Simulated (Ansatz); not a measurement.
Runs of Ansatz 0.2.0 on PPt. The structure is hexagonal, space group P6_3mc (No. 186). Conventional cell: a = 3.743 Å, b = 3.743 Å, c = 6.354 Å, α = 90.00°, β = 90.00°, γ = 120.00°. Pt (site symmetry 3m) is surrounded by 4 P at 2.32 to 2.34 Å. Around P (site symmetry 3m) lie 4 Pt at 2.32 to 2.34 Å. The cell comes from a database or a generator and needn't be the stable form of this composition.

```csv
level,gap on the mesh (eV),pressure (GPa),relaxed volume (Å³/atom)
PBE+D4,none,0.0,18.55
PBE,none,0.0,19.17
PBE+D3(BJ)-ATM,none,0.0,18.63
PBE+D3(BJ),none,0.0,(a)
```

Alike in all rows: task relaxation of cell and atoms; potentials or basis Ansatz PAW; no spin polarisation; cell relaxed; k mesh 8 × 8 × 4; cutoff (eV) 420; smearing fermi-dirac 0.05 eV.

Question: Fill in the values left out.

Answer: (a) 18.53.

Caveats: the plane-wave basis is chosen anew once the cell has moved, so the energies of steps on either side of that aren't comparable; pairwise dispersion overbinds metals, which lowers pressure and volume (some runs).

A k mesh can miss the band edges, and the runs leave out spin-orbit coupling on Pt.

A gap of «none» marks a metal or a gap under the smearing width.
